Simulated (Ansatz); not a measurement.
# C2H9InO: how energies converge with the basis set

One table from this session's results is given with a row withheld; the runs are named, their logs left out.

Computed with Ansatz 0.2.0, Gaussian basis. Level: one geometry, several basis sets.

Levels to be run: PBE0-D4/def2-SVP; ωB97M-V/def2-SVP; PBE0-D4/def2-QZVPP; ωB97M-V/def2-QZVPP; the functionals' def2-TZVPP values are taken from earlier runs.

### The geometry

All runs share one geometry, relaxed beforehand with PBE0-D4 in a triple-zeta def2 set. In takes the def2 core potential; no spin-orbit term is included.

SMILES `[CH3][InH-]([CH3])[OH2+]`, 13 atoms, charge 0, spin multiplicity 1.

Atoms are counted from 1 here; the program's logs count them from 0.

Bond lengths: C1–In2 2.171 Å, C1–H5 1.093 Å, C1–H6 1.093 Å, C1–H7 1.093 Å, In2–C3 2.171 Å, In2–O4 2.469 Å, In2–H8 1.734 Å, C3–H9 1.093 Å, C3–H10 1.093 Å, C3–H11 1.093 Å, O4–H12 0.962 Å, O4–H13 0.962 Å. Angles: In2–C1–H5 110.2°, In2–C1–H6 111.5°, In2–C1–H7 111.3°, H5–C1–H6 107.5°, H5–C1–H7 107.2°, H6–C1–H7 108.9°, C1–In2–C3 118.5°, C1–In2–O4 91.5°, C1–In2–H8 120.0°, C3–In2–O4 91.4°, C3–In2–H8 120.0°, O4–In2–H8 99.1°, In2–C3–H9 110.2°, In2–C3–H10 111.5°, In2–C3–H11 111.3°, H9–C3–H10 107.5°, H9–C3–H11 107.2°, H10–C3–H11 109.0° and more.

As a file:

```xyz
13
charge 0, multiplicity 1
C    -1.1208    1.5811   -0.4900
In   -0.2979   -0.4114   -0.7490
C     1.8280   -0.7054   -0.4192
O    -0.8050   -0.9944    1.5959
H    -1.0778    2.1333   -1.4321
H    -0.5584    2.1531    0.2519
H    -2.1697    1.5409   -0.1864
H    -1.2300   -1.6386   -1.5441
H     2.3808   -0.5412   -1.3477
H     2.2181   -0.0051    0.3235
H     2.0418   -1.7258   -0.0917
H     0.0129   -1.1837    2.0658
H    -1.2018   -0.2376    2.0380
```

The first run:

in.yaml reads:

```yaml
crystal:
  periodic: [false, false, false]
  atoms:
    - {symbol: C, position_ang: [-1.120780, 1.581063, -0.489970]}
    - {symbol: In, position_ang: [-0.297864, -0.411449, -0.749018]}
    - {symbol: C, position_ang: [1.828002, -0.705436, -0.419212]}
    - {symbol: O, position_ang: [-0.805032, -0.994411, 1.595947]}
    - {symbol: H, position_ang: [-1.077814, 2.133298, -1.432075]}
    - {symbol: H, position_ang: [-0.558433, 2.153117, 0.251949]}
    - {symbol: H, position_ang: [-2.169723, 1.540949, -0.186410]}
    - {symbol: H, position_ang: [-1.229971, -1.638592, -1.544104]}
    - {symbol: H, position_ang: [2.380845, -0.541156, -1.347677]}
    - {symbol: H, position_ang: [2.218117, -0.005117, 0.323450]}
    - {symbol: H, position_ang: [2.041817, -1.725839, -0.091682]}
    - {symbol: H, position_ang: [0.012913, -1.183716, 2.065753]}
    - {symbol: H, position_ang: [-1.201776, -0.237612, 2.038046]}
basis:
  gaussian: {orbitals: def2-SVP}
hamiltonian: {xc: pbe0, dispersion: d4}
output: {orbitals: {seedname: orbitals}}
```

Among the steps run: PBE0-D4 in def2-SVP; ωB97M-V in def2-SVP; PBE0-D4 in def2-QZVPP; ωB97M-V in def2-QZVPP.

One table of the session follows, with a row left open; its other results are not shown here.

It belongs to the step «Density functionals: the series». 

| functional | basis | HOMO (eV) |
| --- | --- | --- |
| PBE0-D4 | def2-SVP | -6.74 |
| PBE0-D4 | def2-TZVPP | -6.81 |
| PBE0-D4 | def2-QZVPP | -6.83 |
| ωB97M-V | def2-SVP | -8.93 |
| ωB97M-V | def2-TZVPP | ? |
| ωB97M-V | def2-QZVPP | -9.02 |

Q: Estimate the row for ωB97M-V, def2-TZVPP from the others.

The run gave: HOMO (eV): -9.01. In the column «HOMO (eV)» it lies between ωB97M-V, def2-QZVPP (-9.02) and ωB97M-V, def2-SVP (-8.93).
